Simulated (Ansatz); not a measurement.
# BGeH₅O₃: basis-set convergence

One table from this session's results is given with a row withheld; the runs are named, their logs left out.

Program: Ansatz 0.2.0, Gaussian basis. Level of theory: one geometry, several basis sets. These are calculated values, not measurements.

The runs, in order: PBE0-D4/def2-SVP; ωB97M-V/def2-SVP; PBE0-D4/def2-QZVPP; ωB97M-V/def2-QZVPP; the functionals' def2-TZVPP values are taken from earlier runs.

## The relaxed structure

An earlier PBE0-D4 in a triple-zeta def2 set relaxation fixed the geometry.

10 atoms, charge 0, spin multiplicity 1.

Atoms are counted from 1 here; the program's logs count them from 0.

Bond lengths: O1–B2 1.370 Å, O1–H6 0.959 Å, B2–O3 1.370 Å, B2–O4 1.358 Å, O3–H7 0.959 Å, O4–Ge5 1.793 Å, Ge5–H8 1.534 Å, Ge5–H9 1.534 Å, Ge5–H10 1.533 Å. Angles: B2–O1–H6 112.5°, O1–B2–O3 119.0°, O1–B2–O4 119.9°, O3–B2–O4 121.1°, B2–O3–H7 111.6°, B2–O4–Ge5 123.6°, O4–Ge5–H8 108.9°, O4–Ge5–H9 108.9°, O4–Ge5–H10 103.8°, H8–Ge5–H9 111.8°, H8–Ge5–H10 111.5°, H9–Ge5–H10 111.5°.

As a file:

```mol
BGeH5O3
  3D, bonds by distance, orders not assigned

 10  9  0  0  0  0  0  0  0  0999 V2000
   -1.0314   -0.3564   -1.2011 O   0  0
    0.3079   -0.1561   -0.9911 B   0  0
    1.1690   -0.2529   -2.0518 O   0  0
    0.7609    0.1335    0.2564 O   0  0
   -0.3062    0.2757    1.6898 Ge  0  0
   -1.2335   -0.5537   -2.1180 H   0  0
    2.0771   -0.0938   -1.7861 H   0  0
   -1.3102    1.4111    1.4514 H   0  0
   -1.0103   -1.0678    1.9205 H   0  0
    0.6597    0.6091    2.8330 H   0  0
  1  2  8  0
  2  3  8  0
  2  4  8  0
  4  5  8  0
  1  6  8  0
  3  7  8  0
  5  8  8  0
  5  9  8  0
  5 10  8  0
M  END
```

The first run:

The input, in.yaml:

```yaml
crystal:
  periodic: [false, false, false]
  atoms:
    - {symbol: O, position_ang: [-1.031395, -0.356389, -1.201080]}
    - {symbol: B, position_ang: [0.307896, -0.156094, -0.991083]}
    - {symbol: O, position_ang: [1.168994, -0.252864, -2.051797]}
    - {symbol: O, position_ang: [0.760880, 0.133527, 0.256400]}
    - {symbol: Ge, position_ang: [-0.306210, 0.275724, 1.689773]}
    - {symbol: H, position_ang: [-1.233454, -0.553669, -2.117972]}
    - {symbol: H, position_ang: [2.077141, -0.093841, -1.786113]}
    - {symbol: H, position_ang: [-1.310185, 1.411102, 1.451393]}
    - {symbol: H, position_ang: [-1.010294, -1.067752, 1.920546]}
    - {symbol: H, position_ang: [0.659729, 0.609054, 2.833033]}
basis:
  gaussian: {orbitals: def2-SVP}
hamiltonian: {xc: pbe0, dispersion: d4}
output: {orbitals: {seedname: orbitals}}
```

Among the steps run: PBE0-D4 in def2-SVP; ωB97M-V in def2-SVP; PBE0-D4 in def2-QZVPP; ωB97M-V in def2-QZVPP.

One of the session's tables, all rows but one given; the rest of the session is left out.

It belongs to the step «Density functionals: the series». 

| functional | basis | HOMO (eV) | LUMO (eV) |
| --- | --- | --- | --- |
| PBE0-D4 | def2-SVP | -8.58 | 0.59 |
| PBE0-D4 | def2-TZVPP | ? | ? |
| PBE0-D4 | def2-QZVPP | -8.79 | -0.06 |
| ωB97M-V | def2-SVP | -10.89 | 2.44 |
| ωB97M-V | def2-TZVPP | -11.09 | 1.76 |
| ωB97M-V | def2-QZVPP | -11.12 | 1.31 |

**Question.** Estimate the row for PBE0-D4, def2-TZVPP.

As computed: HOMO (eV): -8.76; LUMO (eV): 0.18. In the column «HOMO (eV)» it lies between PBE0-D4, def2-QZVPP (-8.79) and PBE0-D4, def2-SVP (-8.58).
